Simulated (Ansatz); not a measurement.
# CH₅GaOS: geometry optimisation

Aim: relax CH₅GaOS from a cheap starting geometry.

Computed with Ansatz 0.2.0, Gaussian basis. Level: RKS PBE0-D4/def2-TZVP.

Plan: relaxation at PBE0-D4/def2-TZVP.

1 further run of the same task is left out (set aside as unsound or not needed).

## Step 1: The starting structure

SMILES `C[O][GaH][SH]`, 9 atoms, charge 0, spin multiplicity 1.

Atoms are counted from 1 here; the program's logs count them from 0.

Bond lengths: C1–O2 1.415 Å, C1–H5 1.093 Å, C1–H6 1.093 Å, C1–H7 1.092 Å, O2–Ga3 1.738 Å, Ga3–S4 2.209 Å, Ga3–H8 1.555 Å, S4–H9 1.329 Å. Angles: O2–C1–H5 109.2°, O2–C1–H6 108.8°, O2–C1–H7 111.6°, H5–C1–H6 109.2°, H5–C1–H7 109.0°, H6–C1–H7 109.0°, C1–O2–Ga3 151.0°, O2–Ga3–S4 108.9°, O2–Ga3–H8 120.6°, S4–Ga3–H8 130.4°, Ga3–S4–H9 88.7°.

As a file:

```csv
atom,x (Å),y (Å),z (Å)
C1,0.7088,-1.3958,0.3753
O2,0.0262,-0.2173,-0.0097
Ga3,-0.1708,1.5092,0.0353
S4,-1.9016,2.0664,-1.2182
H5,1.1939,-1.8321,-0.5019
H6,-0.0171,-2.1081,0.7762
H7,1.4654,-1.1922,1.1359
H8,0.7934,2.3945,0.8743
H9,-2.0983,0.7754,-1.4673
```

The start is a GFN2-xTB geometry.

## Step 2: Optimising with PBE0-D4/def2-TZVP

The input, in.yaml:

```yaml
crystal:
  periodic: [false, false, false]
  atoms:
    - {symbol: C, position_ang: [0.708850, -1.395840, 0.375290]}
    - {symbol: O, position_ang: [0.026190, -0.217290, -0.009700]}
    - {symbol: Ga, position_ang: [-0.170780, 1.509220, 0.035340]}
    - {symbol: S, position_ang: [-1.901620, 2.066420, -1.218230]}
    - {symbol: H, position_ang: [1.193940, -1.832120, -0.501890]}
    - {symbol: H, position_ang: [-0.017110, -2.108100, 0.776250]}
    - {symbol: H, position_ang: [1.465440, -1.192150, 1.135940]}
    - {symbol: H, position_ang: [0.793420, 2.394460, 0.874330]}
    - {symbol: H, position_ang: [-2.098330, 0.775400, -1.467340]}
basis:
  gaussian: {orbitals: def2-TZVP}
hamiltonian: {xc: pbe0, dispersion: d4}
relax: {f_tol: 0.005, max_steps: 150}
```

Run with:

```console
> ansatz run in.yaml --threads 2 --pin off --events-out ev --progress --plain --max-ram 32768MiB --backend cuda --devices 0, --max-vram 18GiB
```

Q: Predict the results of all the runs planned. Wanted: point group; shift from the start; total energy; dispersion term; dipole moment.

**Answer**, as computed:

| quantity | value |
| --- | --- |
| point group | Cs |
| steps | 12 |
| shift from the start (rms) | 0.319 Å |
| total energy | -66367.8368 eV |
| dispersion term | -153 meV |
| dipole moment | 1.48 D |

The atoms moved 0.32 Å (rms) from the start; the bond that changed most is O2–Ga3, from 1.738 to 1.780 Å. No vibrations were run, so it is not proven to be a minimum. The largest Mulliken charge, +0.44 e, sits on Ga3.
